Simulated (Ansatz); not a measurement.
# CH6SSi2: up Jacob's ladder to CCSD(T)

The task here is to estimate one member of a computed series from the others.

Method: functionals in def2-TZVPP, the program's frozen cores in correlated methods; program: Ansatz 0.2.0, Gaussian basis.

The runs, in order: LDA (SPW92), PBE-D4, revPBE-D4, BLYP-D4, r2SCAN-D4, B97M-V, PBE0-D4, B3LYP-D4, r2SCANh-D4, r2SCAN0-D4, HSE06-D4, BHLYP-D4, CAM-B3LYP-D4, LC-ωPBE, ωB97X-V, ωB97M-V, B2PLYP, PBE-QIDH; CCSD(T)/def2-SVP; CCSD(T)/def2-TZVPP; MP2/def2-QZVPP; extrapolation to the limit; RPA on PBE.

### Structure used throughout

An earlier PBE0-D4 in a triple-zeta def2 set relaxation fixed the geometry.

SMILES `[SiH3]C1[SiH2]S1`, 10 atoms, charge 0, spin multiplicity 1.

Atoms are counted from 1 here; the program's logs count them from 0.

Bond lengths: Si1–C2 1.861 Å, Si1–H5 1.487 Å, Si1–H6 1.490 Å, Si1–H7 1.485 Å, C2–Si3 1.842 Å, C2–S4 1.879 Å, C2–H8 1.089 Å, Si3–S4 2.085 Å, Si3–H9 1.478 Å, Si3–H10 1.478 Å. Angles: C2–Si1–H5 111.1°, C2–Si1–H6 109.7°, C2–Si1–H7 108.7°, H5–Si1–H6 108.7°, H5–Si1–H7 109.2°, H6–Si1–H7 109.4°, Si1–C2–Si3 121.4°, Si1–C2–S4 113.3°, Si1–C2–H8 116.4°, Si3–C2–S4 68.1°, Si3–C2–H8 115.8°, S4–C2–H8 111.7°, C2–Si3–S4 56.8°, C2–Si3–H9 118.8°, C2–Si3–H10 119.1°, S4–Si3–H9 118.4°, S4–Si3–H10 118.9°, H9–Si3–H10 113.6° and more.

Set-up of the first run:

Input file in.yaml:

```yaml
crystal:
  periodic: [false, false, false]
  atoms:
    - {symbol: Si, position_ang: [-0.793822, 0.848475, -0.999364]}
    - {symbol: C, position_ang: [-0.441504, -0.484043, 0.251009]}
    - {symbol: Si, position_ang: [1.192922, -0.603339, 1.092893]}
    - {symbol: S, position_ang: [0.598677, -1.890063, -0.435825]}
    - {symbol: H, position_ang: [-1.618327, 0.325218, -2.120121]}
    - {symbol: H, position_ang: [-1.528216, 1.968653, -0.347539]}
    - {symbol: H, position_ang: [0.496790, 1.351219, -1.536130]}
    - {symbol: H, position_ang: [-1.295022, -0.854119, 0.817283]}
    - {symbol: H, position_ang: [1.247578, -1.129865, 2.473072]}
    - {symbol: H, position_ang: [2.223827, 0.416764, 0.807722]}
basis:
  gaussian: {orbitals: def2-TZVPP}
hamiltonian: {xc: lda}
output: {orbitals: {seedname: orbitals}}
```

On the command line:

```sh
$ ansatz run in.yaml --threads 2 --pin off --events-out ev --progress --plain --max-ram 4352MiB
```

Among the steps run: LDA; PBE-D4 (GGA); revPBE-D4 (GGA); BLYP-D4 (GGA); r2SCAN-D4 (meta-GGA); B97M-V (meta-GGA); PBE0-D4 (hybrid); B3LYP-D4 (hybrid); r2SCANh-D4 (hybrid); r2SCAN0-D4 (hybrid); HSE06-D4 (hybrid); BHLYP-D4 (hybrid); CAM-B3LYP-D4 (range-separated); LC-ωPBE (range-separated); ωB97X-V (range-separated); ωB97M-V (range-separated); B2PLYP (double hybrid); PBE-QIDH (double hybrid).

One of the session's tables, all rows but one given; the rest of the session is left out.

It belongs to the step «Frontier levels by functional». 

| functional | HOMO (eV) | gap (eV) |
| --- | --- | --- |
| LDA (SPW92) | -5.95 | 4.34 |
| PBE-D4 | -5.84 | 4.44 |
| revPBE-D4 | -5.80 | 4.49 |
| BLYP-D4 | -5.66 | 4.40 |
| r2SCAN-D4 | -6.08 | 4.96 |
| B97M-V | -6.23 | 4.98 |
| PBE0-D4 | -7.01 | 6.45 |
| B3LYP-D4 | -6.76 | 5.99 |
| r2SCANh-D4 | -6.51 | 5.69 |
| r2SCAN0-D4 | -7.17 | 6.77 |
| HSE06-D4 | -6.62 | 5.67 |
| BHLYP-D4 | ? | ? |
| CAM-B3LYP-D4 | -8.29 | 8.72 |
| LC-ωPBE | -9.68 | 11.23 |
| ωB97X-V | -9.33 | 10.75 |
| ωB97M-V | -9.17 | 10.32 |

Q: Estimate the row for BHLYP-D4 from the others.

Worked estimate for «HOMO (eV)». Against the share of exact exchange, BLYP-D4 (0, -5.66), B3LYP-D4 (0.2, -6.76) give a slope of -5.50 per unit share; at 0.5 the line stands at -8.41.

The run gave: HOMO (eV): -8.03; gap (eV): 8.33. In «HOMO (eV)» the line misses by -0.38.
